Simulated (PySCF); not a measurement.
# The bond of CoI, level by level

An exercise on one series of results from a longer session: the logs are not shown, and one member is left open.

Computed with PySCF 2.14.0. Level: Co def2-TZVPP, I def2-TZVPP with ECP28, scalar-relativistic core potentials.

Set-up of the first run:

Settings of the job:

```json
{
  "atoms": "Co, I",
  "charge": "0",
  "basis": "Co def2-TZVPP, I def2-TZVPP with ECP28",
  "Hamiltonian": "scalar-relativistic core potentials",
  "basis functions": "114",
  "electrons treated": "52",
  "masses in u": "58.9332, 126.9045",
  "levels": "PBE0, PBE, r²SCAN, r²SCANh, revPBE, B3LYP, M06-2X, LC-ωPBE, HF, MP2, SCS-MP2",
  "grid": "80 radial by 434 angular points",
  "occupations": "held fixed by the projection of orbital angular momentum",
  "dissociation limit": "Co + I, each in its ground configuration",
  "starting distance in angstrom": "2.380",
  "values of 2S to try": "0, 2, 4, 6"
}
```

Started as:

```bash
OMP_NUM_THREADS=2 python dia.py task.json out
```

Among the steps run: Set-up; The PBE0 curve of the state that the search chose; Higher solutions at PBE0; PBE; r²SCAN; r²SCANh (hybrid meta-GGA); revPBE (GGA); B3LYP (global hybrid GGA); M06-2X (hybrid meta-GGA); LC-ωPBE (range-separated hybrid); UHF.

One of the session's tables, all rows but one given; the rest of the session is left out.

It belongs to the step «The curves together». Energy (eV) from each level's lowest point:

```
R (Å)    UHF  UHF-MP2  UHF-SCS-MP2    PBE  revPBE
2.107  1.419    0.798        0.927  0.785   0.855
2.205  0.757    0.327        0.413  0.323   0.371
2.303      ?        ?            ?      ?       ?
2.377  0.159    0.010        0.032  0.011   0.024
2.450  0.050    0.000        0.000  0.000   0.000
2.523  0.000    0.040        0.019  0.036   0.024
2.622  0.003    0.147        0.103  0.137   0.110
2.744  0.085    0.339        0.270  0.314   0.271
2.891  0.254    0.615        0.522  0.567   0.505
3.087  0.541    1.011        0.894  0.921   0.839
```

Q: Estimate the row for R (Å) = 2.303 from the others.

Worked estimate for «UHF». A straight line through the neighbours (2.205, 0.757) and (2.377, 0.159) gives 0.757 + (0.159 − 0.757) × (2.303 − 2.205) / (2.377 − 2.205) = 0.416; a parabola fitted to 4 rows on both sides gives 0.336.

As computed: UHF: 0.347; UHF-MP2: 0.085; UHF-SCS-MP2: 0.133; PBE: 0.085; revPBE: 0.113. In «UHF» the line misses by +0.069 and the parabola by -0.011.
